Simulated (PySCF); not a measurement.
# A gas-phase reaction: CuF + CH4O → CH3CuO + FH

Wanted: the reaction energy for `[F][Cu]` + `CO` → `C[O][Cu]` + `F`.

Programs: PySCF 2.14.0. All values are calculated, for the isolated system unless a continuum is named. Atoms count from 0, parts from 1.

## (1) Starting point

Each species was relaxed by itself at PBE0-D3(BJ)/def2-SVPD.

## (2) Energies of the species: wB97M-D3(BJ)/def2-TZVPD

The job: settings as JSON, then the geometry in Å.

```
{"job": {"kind": "react", "xc": "wB97M-D3(BJ)", "basis": "def2-TZVPD"}, "charge": 0, "multiplicity": 1}
-1 CuF charge 0 multiplicity 1
F     -0.251240     0.800760    -0.280400
Cu     0.261340    -0.801010     0.280720

-1 CH4O charge 0 multiplicity 1
C     -0.339960     0.022370    -0.031920
O      0.985050     0.489630    -0.049340
H     -0.655470    -0.311160     0.972250
H     -0.983650     0.860640    -0.328420
H     -0.504500    -0.803160    -0.746470
H      1.579640    -0.218780     0.206320

+1 CH3CuO charge 0 multiplicity 1
C     -0.030160    -0.438810     0.056400
O      0.209510     0.784280     0.666230
Cu     0.329920     2.299030    -0.281830
H      0.758880    -0.741530    -0.661460
H     -0.997480    -0.486280    -0.483650
H     -0.065790    -1.225670     0.835080

+1 FH charge 0 multiplicity 1
F      0.454990    -0.000830    -0.068340
H     -0.454990     0.000830     0.068340
```

With the program's defaults for keys left out, this is: wB97M-D3(BJ)/def2-TZVPD reaction energy of separated species, gas phase.

Launch:

```sh
> OMP_NUM_THREADS=1 python cluster_run.py task.json out
```

This one command runs all jobs of the session in turn.

What it wrote:

```text
species 1 (CuF)
coarse grid: 12744 points
cycle   1  E = -1740.0131479143  dE = -1.130e-01  |g| = 2.236e+00  |ddm| = 1.202e+00
cycle   2  E = -1738.9985166834  dE =  1.015e+00  |g| = 4.135e+00  |ddm| = 1.828e+00
cycle   3  E = -1740.4498997018  dE = -1.451e+00  |g| = 2.678e-01  |ddm| = 1.209e+00
cycle   4  E = -1740.4517937209  dE = -1.894e-03  |g| = 2.139e-01  |ddm| = 1.520e-01
cycle   5  E = -1740.4575707777  dE = -5.777e-03  |g| = 2.213e-02  |ddm| = 7.877e-02
cycle   6  E = -1740.4577317280  dE = -1.610e-04  |g| = 4.802e-03  |ddm| = 2.755e-02
cycle   7  E = -1740.4577641708  dE = -3.244e-05  |g| = 2.249e-03  |ddm| = 1.506e-02
cycle   8  E = -1740.4577690350  dE = -4.864e-06  |g| = 1.238e-03  |ddm| = 5.576e-03
final grid: 24648 points
cycle   9  E = -1740.4576310172  dE = -9.459e-07  |g| = 1.903e-03  |ddm| = 2.316e-03
cycle  10  E = -1740.4576305025  dE =  5.148e-07  |g| = 4.408e-03  |ddm| = 2.259e-03
cycle  11  E = -1740.4576319126  dE = -1.410e-06  |g| = 4.752e-04  |ddm| = 9.486e-04
cycle  12  E = -1740.4576323660  dE = -4.534e-07  |g| = 1.107e-04  |ddm| = 2.987e-03
cycle  13  E = -1740.4576323779  dE = -1.189e-08  |g| = 5.964e-05  |ddm| = 4.043e-04
cycle  14  E = -1740.4576323795  dE = -1.653e-09  |g| = 9.517e-06  |ddm| = 1.399e-04
cycle  15  E = -1740.4576323796  dE = -9.709e-11  |g| = 2.399e-06  |ddm| = 3.701e-05
converged SCF energy = -1740.4576323796

species 2 (CH4O)
coarse grid: 20248 points
cycle   1  E = -115.7314069382  dE =  7.123e-02  |g| = 5.636e-01  |ddm| = 1.531e+00
cycle   2  E = -115.7262075074  dE =  5.199e-03  |g| = 6.290e-01  |ddm| = 6.638e-01
cycle   3  E = -115.7900845628  dE = -6.388e-02  |g| = 2.852e-02  |ddm| = 2.811e-01
cycle   4  E = -115.7902427875  dE = -1.582e-04  |g| = 6.696e-03  |ddm| = 3.251e-02
cycle   5  E = -115.7902554001  dE = -1.261e-05  |g| = 1.490e-03  |ddm| = 1.018e-02
cycle   6  E = -115.7902560058  dE = -6.057e-07  |g| = 5.702e-04  |ddm| = 2.216e-03
final grid: 43904 points
cycle   7  E = -115.7902244699  dE = -7.051e-08  |g| = 4.633e-04  |ddm| = 2.579e-03
cycle   8  E = -115.7902244927  dE = -2.286e-08  |g| = 3.441e-04  |ddm| = 6.302e-04
cycle   9  E = -115.7902245185  dE = -2.578e-08  |g| = 1.413e-05  |ddm| = 2.037e-04
cycle  10  E = -115.7902245186  dE = -8.657e-11  |g| = 1.256e-05  |ddm| = 5.361e-05
converged SCF energy = -115.7902245186

species 3 (CH3CuO)
coarse grid: 25216 points
cycle   1  E = -1755.2212206451  dE =  1.627e-01  |g| = 2.345e+00  |ddm| = 2.112e+00
cycle   2  E = -1753.9013856253  dE =  1.320e+00  |g| = 4.391e+00  |ddm| = 2.690e+00
cycle   3  E = -1755.7114695486  dE = -1.810e+00  |g| = 2.991e-01  |ddm| = 2.004e+00
cycle   4  E = -1755.7115210228  dE = -5.147e-05  |g| = 2.791e-01  |ddm| = 3.379e-01
cycle   5  E = -1755.7237177203  dE = -1.220e-02  |g| = 2.202e-02  |ddm| = 1.509e-01
cycle   6  E = -1755.7239128872  dE = -1.952e-04  |g| = 1.076e-02  |ddm| = 3.962e-02
cycle   7  E = -1755.7239827007  dE = -6.981e-05  |g| = 4.315e-03  |ddm| = 2.478e-02
cycle   8  E = -1755.7240066664  dE = -2.397e-05  |g| = 1.926e-03  |ddm| = 2.000e-02
cycle   9  E = -1755.7240112866  dE = -4.620e-06  |g| = 8.956e-04  |ddm| = 8.417e-03
final grid: 51576 points
cycle  10  E = -1755.7239599783  dE = -6.794e-07  |g| = 1.277e-03  |ddm| = 2.873e-03
cycle  11  E = -1755.7239598486  dE =  1.297e-07  |g| = 3.032e-03  |ddm| = 1.962e-03
cycle  12  E = -1755.7239605351  dE = -6.865e-07  |g| = 3.885e-04  |ddm| = 7.814e-04
cycle  13  E = -1755.7239608195  dE = -2.844e-07  |g| = 2.090e-04  |ddm| = 2.276e-03
cycle  14  E = -1755.7239608595  dE = -3.997e-08  |g| = 4.990e-05  |ddm| = 9.891e-04
cycle  15  E = -1755.7239608605  dE = -1.026e-09  |g| = 1.876e-05  |ddm| = 1.019e-04
cycle  16  E = -1755.7239608608  dE = -2.888e-10  |g| = 5.164e-06  |ddm| = 6.213e-05
converged SCF energy = -1755.7239608608

species 4 (FH)
coarse grid: 7776 points
cycle   1  E = -100.4688251331  dE = -9.408e-02  |g| = 4.644e-01  |ddm| = 6.197e-01
cycle   2  E = -100.4725060983  dE = -3.681e-03  |g| = 5.038e-01  |ddm| = 3.808e-01
cycle   3  E = -100.5053206201  dE = -3.281e-02  |g| = 2.574e-02  |ddm| = 1.678e-01
cycle   4  E = -100.5053965978  dE = -7.598e-05  |g| = 5.006e-03  |ddm| = 1.077e-02
cycle   5  E = -100.5054012389  dE = -4.641e-06  |g| = 4.334e-04  |ddm| = 3.766e-03
final grid: 16976 points
cycle   6  E = -100.5053935320  dE = -6.449e-08  |g| = 1.038e-04  |ddm| = 8.232e-04
cycle   7  E = -100.5053935355  dE = -3.467e-09  |g| = 7.686e-05  |ddm| = 2.168e-04
cycle   8  E = -100.5053935362  dE = -7.756e-10  |g| = 2.131e-05  |ddm| = 3.714e-05
converged SCF energy = -100.5053935362

Reaction energy = 11.227 kcal/mol
```

It took 25 s on 1 thread of Arm Neoverse N1, shared host; peak memory 0.57 GiB.

Species by species (with the dispersion term, which the log's SCF energies lack):

| ν | species | energy (Eh) | HOMO (eV) |
| --- | --- | --- | --- |
| -1 | [F][Cu] | -1740.45811 | -10.18 |
| -1 | CO | -115.79380 | -10.52 |
| +1 | C[O][Cu] | -1755.72838 | -8.66 |
| +1 | F | -100.50563 | -14.54 |

## (3) Reaction energy: PBE0-D3(BJ)/def2-TZVPD

The job, as its differences from that of step 2:

```diff
@@ -1,2 +1,2 @@
-{"job": {"kind": "react", "xc": "wB97M-D3(BJ)", "basis": "def2-TZVPD"}, "charge": 0, "multiplicity": 1}
+{"job": {"kind": "react", "xc": "PBE0", "basis": "def2-TZVPD", "disp": "d3bj"}, "charge": 0, "multiplicity": 1}
 -1 CuF charge 0 multiplicity 1
```

Method: PBE0-D3(BJ)/def2-TZVPD reaction energy of separated species, gas phase.

What it wrote:

```text
species 1 (CuF)
coarse grid: 12744 points
cycle   1  E = -1738.5675723469  dE =  1.032e+00  |g| = 3.908e+00  |ddm| = 1.590e+00
cycle   2  E = -1731.4045574125  dE =  7.163e+00  |g| = 8.376e+00  |ddm| = 4.407e+00
cycle   3  E = -1739.4407011982  dE = -8.036e+00  |g| = 2.421e+00  |ddm| = 4.008e+00
cycle   4  E = -1739.7465360093  dE = -3.058e-01  |g| = 1.432e+00  |ddm| = 1.405e+00
cycle   5  E = -1740.0618809518  dE = -3.153e-01  |g| = 1.925e-01  |ddm| = 7.100e-01
cycle   6  E = -1740.0659234736  dE = -4.043e-03  |g| = 2.547e-02  |ddm| = 8.233e-02
cycle   7  E = -1740.0660416820  dE = -1.182e-04  |g| = 4.401e-03  |ddm| = 2.636e-02
cycle   8  E = -1740.0660499176  dE = -8.236e-06  |g| = 3.669e-03  |ddm| = 7.633e-03
cycle   9  E = -1740.0660520821  dE = -2.164e-06  |g| = 1.920e-03  |ddm| = 4.636e-03
final grid: 24648 points
cycle  10  E = -1740.0659572921  dE =  1.793e-06  |g| = 5.343e-03  |ddm| = 1.975e-03
cycle  11  E = -1740.0659410986  dE =  1.619e-05  |g| = 1.542e-02  |ddm| = 5.710e-03
cycle  12  E = -1740.0659595868  dE = -1.849e-05  |g| = 2.389e-04  |ddm| = 4.053e-03
cycle  13  E = -1740.0659595947  dE = -7.840e-09  |g| = 1.175e-04  |ddm| = 1.393e-04
cycle  14  E = -1740.0659595973  dE = -2.677e-09  |g| = 1.158e-05  |ddm| = 1.658e-04
cycle  15  E = -1740.0659595974  dE = -1.046e-10  |g| = 3.325e-06  |ddm| = 4.289e-05
converged SCF energy = -1740.0659595974

species 2 (CH4O)
coarse grid: 4656 points
cycle   1  E = -115.5795151608  dE =  6.209e-02  |g| = 5.867e-01  |ddm| = 1.555e+00
cycle   2  E = -115.4915657712  dE =  8.795e-02  |g| = 9.147e-01  |ddm| = 8.406e-01
cycle   3  E = -115.6421282453  dE = -1.506e-01  |g| = 4.539e-02  |ddm| = 4.741e-01
cycle   4  E = -115.6424556489  dE = -3.274e-04  |g| = 1.802e-02  |ddm| = 3.321e-02
cycle   5  E = -115.6425251145  dE = -6.947e-05  |g| = 4.966e-03  |ddm| = 1.214e-02
cycle   6  E = -115.6425303943  dE = -5.280e-06  |g| = 3.241e-04  |ddm| = 3.591e-03
final grid: 43904 points
cycle   7  E = -115.6393351105  dE = -2.334e-05  |g| = 6.784e-03  |ddm| = 6.070e-02
cycle   8  E = -115.6393287329  dE =  6.378e-06  |g| = 9.031e-03  |ddm| = 7.537e-03
cycle   9  E = -115.6393437147  dE = -1.498e-05  |g| = 8.520e-04  |ddm| = 4.194e-03
cycle  10  E = -115.6393438505  dE = -1.358e-07  |g| = 1.383e-04  |ddm| = 5.442e-04
cycle  11  E = -115.6393438546  dE = -4.042e-09  |g| = 1.558e-05  |ddm| = 8.992e-05
cycle  12  E = -115.6393438546  dE = -4.275e-11  |g| = 2.222e-06  |ddm| = 1.547e-05
converged SCF energy = -115.6393438546

species 3 (CH3CuO)
coarse grid: 25216 points
cycle   1  E = -1753.7845405410  dE =  1.191e+00  |g| = 3.936e+00  |ddm| = 2.387e+00
cycle   2  E = -1746.4256966965  dE =  7.359e+00  |g| = 8.161e+00  |ddm| = 9.016e+00
cycle   3  E = -1754.7256529944  dE = -8.300e+00  |g| = 2.136e+00  |ddm| = 8.922e+00
cycle   4  E = -1754.4156847989  dE =  3.100e-01  |g| = 1.965e+00  |ddm| = 2.417e+00
cycle   5  E = -1755.2887203346  dE = -8.730e-01  |g| = 2.161e-01  |ddm| = 1.737e+00
cycle   6  E = -1755.2946802652  dE = -5.960e-03  |g| = 4.779e-02  |ddm| = 2.405e-01
cycle   7  E = -1755.2950108206  dE = -3.306e-04  |g| = 2.120e-02  |ddm| = 4.243e-02
cycle   8  E = -1755.2951070906  dE = -9.627e-05  |g| = 5.267e-03  |ddm| = 1.930e-02
cycle   9  E = -1755.2951114709  dE = -4.380e-06  |g| = 1.929e-03  |ddm| = 5.573e-03
final grid: 51576 points
cycle  10  E = -1755.2951366693  dE =  2.522e-06  |g| = 4.442e-03  |ddm| = 5.031e-03
cycle  11  E = -1755.2951206819  dE =  1.599e-05  |g| = 1.083e-02  |ddm| = 1.035e-02
cycle  12  E = -1755.2951401860  dE = -1.950e-05  |g| = 1.086e-03  |ddm| = 6.686e-03
cycle  13  E = -1755.2951402946  dE = -1.086e-07  |g| = 1.084e-04  |ddm| = 4.004e-04
cycle  14  E = -1755.2951402998  dE = -5.133e-09  |g| = 9.460e-05  |ddm| = 2.939e-04
cycle  15  E = -1755.2951403010  dE = -1.210e-09  |g| = 2.938e-05  |ddm| = 1.035e-04
cycle  16  E = -1755.2951403011  dE = -1.198e-10  |g| = 3.041e-06  |ddm| = 2.982e-05
converged SCF energy = -1755.2951403011

species 4 (FH)
coarse grid: 1712 points
cycle   1  E = -100.3539111549  dE = -3.607e-02  |g| = 4.957e-01  |ddm| = 6.253e-01
cycle   2  E = -100.3144018362  dE =  3.951e-02  |g| = 7.429e-01  |ddm| = 5.125e-01
cycle   3  E = -100.3936237961  dE = -7.922e-02  |g| = 2.285e-02  |ddm| = 2.891e-01
cycle   4  E = -100.3936993845  dE = -7.559e-05  |g| = 4.204e-03  |ddm| = 9.787e-03
cycle   5  E = -100.3937013674  dE = -1.983e-06  |g| = 3.549e-04  |ddm| = 1.247e-03
final grid: 16976 points
cycle   6  E = -100.3948396059  dE = -1.844e-05  |g| = 3.896e-03  |ddm| = 7.282e-03
cycle   7  E = -100.3948377883  dE =  1.818e-06  |g| = 5.349e-03  |ddm| = 3.269e-03
cycle   8  E = -100.3948416572  dE = -3.869e-06  |g| = 1.016e-04  |ddm| = 1.960e-03
cycle   9  E = -100.3948416585  dE = -1.342e-09  |g| = 1.798e-05  |ddm| = 4.004e-05
cycle  10  E = -100.3948416586  dE = -4.887e-11  |g| = 3.019e-06  |ddm| = 1.030e-05
converged SCF energy = -100.3948416586

Reaction energy = 9.103 kcal/mol
```

Run time: 14 s. Hardware: 1 thread of Arm Neoverse N1, shared host; peak memory 0.55 GiB.

Reaction energy at this level: 9.10 kcal/mol.

## (4) Energies of the species: MP2/def2-TZVPD

The job, as its differences from that of step 3:

```diff
@@ -1,2 +1,2 @@
-{"job": {"kind": "react", "xc": "PBE0", "basis": "def2-TZVPD", "disp": "d3bj"}, "charge": 0, "multiplicity": 1}
+{"job": {"kind": "react", "xc": "MP2", "basis": "def2-TZVPD"}, "charge": 0, "multiplicity": 1}
 -1 CuF charge 0 multiplicity 1
```

Level: MP2/def2-TZVPD reaction energy of separated species, gas phase.

What it wrote:

```text
species 1 (CuF)
final grid: 24648 points
cycle   1  E = -1738.2833289343  dE = -4.893e-01  |g| = 1.093e+00  |ddm| = 1.008e+00
cycle   2  E = -1738.2761304079  dE =  7.199e-03  |g| = 1.308e+00  |ddm| = 7.035e-01
cycle   3  E = -1738.4164379096  dE = -1.403e-01  |g| = 1.024e-01  |ddm| = 3.363e-01
cycle   4  E = -1738.4178635513  dE = -1.426e-03  |g| = 3.544e-02  |ddm| = 5.221e-02
cycle   5  E = -1738.4182648174  dE = -4.013e-04  |g| = 1.471e-02  |ddm| = 3.902e-02
cycle   6  E = -1738.4183819046  dE = -1.171e-04  |g| = 4.833e-03  |ddm| = 3.030e-02
cycle   7  E = -1738.4184110698  dE = -2.917e-05  |g| = 2.108e-03  |ddm| = 1.514e-02
cycle   8  E = -1738.4184209174  dE = -9.848e-06  |g| = 7.920e-04  |ddm| = 9.814e-03
cycle   9  E = -1738.4184222299  dE = -1.313e-06  |g| = 1.497e-04  |ddm| = 4.296e-03
cycle  10  E = -1738.4184222602  dE = -3.029e-08  |g| = 3.707e-05  |ddm| = 6.709e-04
cycle  11  E = -1738.4184222609  dE = -7.051e-10  |g| = 9.867e-06  |ddm| = 7.294e-05
converged SCF energy = -1738.4184222609

species 2 (CH4O)
final grid: 43904 points
cycle   1  E = -115.0461740997  dE =  5.901e-02  |g| = 4.729e-01  |ddm| = 1.453e+00
cycle   2  E = -115.0808534121  dE = -3.468e-02  |g| = 2.725e-01  |ddm| = 4.369e-01
cycle   3  E = -115.0930374637  dE = -1.218e-02  |g| = 3.975e-02  |ddm| = 1.287e-01
cycle   4  E = -115.0934376847  dE = -4.002e-04  |g| = 8.732e-03  |ddm| = 3.512e-02
cycle   5  E = -115.0934624346  dE = -2.475e-05  |g| = 2.139e-03  |ddm| = 8.122e-03
cycle   6  E = -115.0934642278  dE = -1.793e-06  |g| = 6.164e-04  |ddm| = 3.401e-03
cycle   7  E = -115.0934644247  dE = -1.969e-07  |g| = 1.503e-04  |ddm| = 1.292e-03
cycle   8  E = -115.0934644397  dE = -1.501e-08  |g| = 2.631e-05  |ddm| = 2.702e-04
cycle   9  E = -115.0934644401  dE = -4.526e-10  |g| = 5.169e-06  |ddm| = 8.301e-05
converged SCF energy = -115.0934644401

species 3 (CH3CuO)
final grid: 51576 points
cycle   1  E = -1753.2595845913  dE = -1.646e-01  |g| = 1.146e+00  |ddm| = 2.021e+00
cycle   2  E = -1753.2548703966  dE =  4.714e-03  |g| = 1.351e+00  |ddm| = 1.006e+00
cycle   3  E = -1753.4170444969  dE = -1.622e-01  |g| = 1.100e-01  |ddm| = 4.090e-01
cycle   4  E = -1753.4188345940  dE = -1.790e-03  |g| = 5.361e-02  |ddm| = 8.208e-02
cycle   5  E = -1753.4194871526  dE = -6.526e-04  |g| = 1.624e-02  |ddm| = 5.587e-02
cycle   6  E = -1753.4195965006  dE = -1.093e-04  |g| = 6.704e-03  |ddm| = 3.095e-02
cycle   7  E = -1753.4196342890  dE = -3.779e-05  |g| = 2.817e-03  |ddm| = 1.985e-02
cycle   8  E = -1753.4196469053  dE = -1.262e-05  |g| = 1.276e-03  |ddm| = 1.128e-02
cycle   9  E = -1753.4196505378  dE = -3.632e-06  |g| = 4.674e-04  |ddm| = 6.957e-03
cycle  10  E = -1753.4196510311  dE = -4.934e-07  |g| = 1.301e-04  |ddm| = 2.938e-03
cycle  11  E = -1753.4196510563  dE = -2.520e-08  |g| = 6.438e-05  |ddm| = 5.312e-04
cycle  12  E = -1753.4196510594  dE = -3.078e-09  |g| = 1.696e-05  |ddm| = 1.885e-04
cycle  13  E = -1753.4196510596  dE = -2.060e-10  |g| = 6.013e-06  |ddm| = 4.495e-05
converged SCF energy = -1753.4196510596

species 4 (FH)
final grid: 16976 points
cycle   1  E = -100.0371199717  dE = -1.649e-01  |g| = 4.007e-01  |ddm| = 6.032e-01
cycle   2  E = -100.0578876709  dE = -2.077e-02  |g| = 2.336e-01  |ddm| = 2.533e-01
cycle   3  E = -100.0646340716  dE = -6.746e-03  |g| = 2.356e-02  |ddm| = 8.091e-02
cycle   4  E = -100.0647515007  dE = -1.174e-04  |g| = 6.199e-03  |ddm| = 1.253e-02
cycle   5  E = -100.0647672127  dE = -1.571e-05  |g| = 1.459e-03  |ddm| = 5.121e-03
cycle   6  E = -100.0647684856  dE = -1.273e-06  |g| = 2.290e-04  |ddm| = 1.848e-03
cycle   7  E = -100.0647685200  dE = -3.438e-08  |g| = 1.958e-05  |ddm| = 4.211e-04
cycle   8  E = -100.0647685202  dE = -1.852e-10  |g| = 2.360e-06  |ddm| = 2.495e-05
converged SCF energy = -100.0647685202

Reaction energy = 8.175 kcal/mol
```

Wall time 5.8 s (1 thread of Arm Neoverse N1, shared host); peak memory 0.41 GiB.

Reaction energy at this level: 8.18 kcal/mol.

## (5) Comparing the runs

Energies in kcal/mol, with wall time:

| run | reaction | time |
| --- | --- | --- |
| wB97M-D3(BJ)/def2-TZVPD | 11.23 | 25 s |
| PBE0-D3(BJ)/def2-TZVPD | 9.10 | 14 s |
| MP2/def2-TZVPD | 8.18 | 5.8 s |

## (6) Results

| quantity | value |
| --- | --- |
| reaction energy (wB97M-D3(BJ)/def2-TZVPD) | 11.23 kcal/mol |
| ΔH, ΔG at 298 K (xTB thermal terms) | +9.8, +10.0 kcal/mol |
| range of the reaction energy over the runs of this table | 8.18 to 11.23 kcal/mol |

In words: The reaction is endothermic by 9.8 kcal/mol in the gas phase; dispersion gives -0.38, and xTB itself gave 31.26 for the electronic energy (xTB energies and thermal terms come from the earlier relaxation of each species, not shown). No barrier was sought. xTB and this level differ widely in the electronic energy, so what comes from xTB (the thermal terms above all) is less safe here. The reaction energy runs from 8.18 (MP2/def2-TZVPD) to 11.23 kcal/mol (wB97M-D3(BJ)/def2-TZVPD).
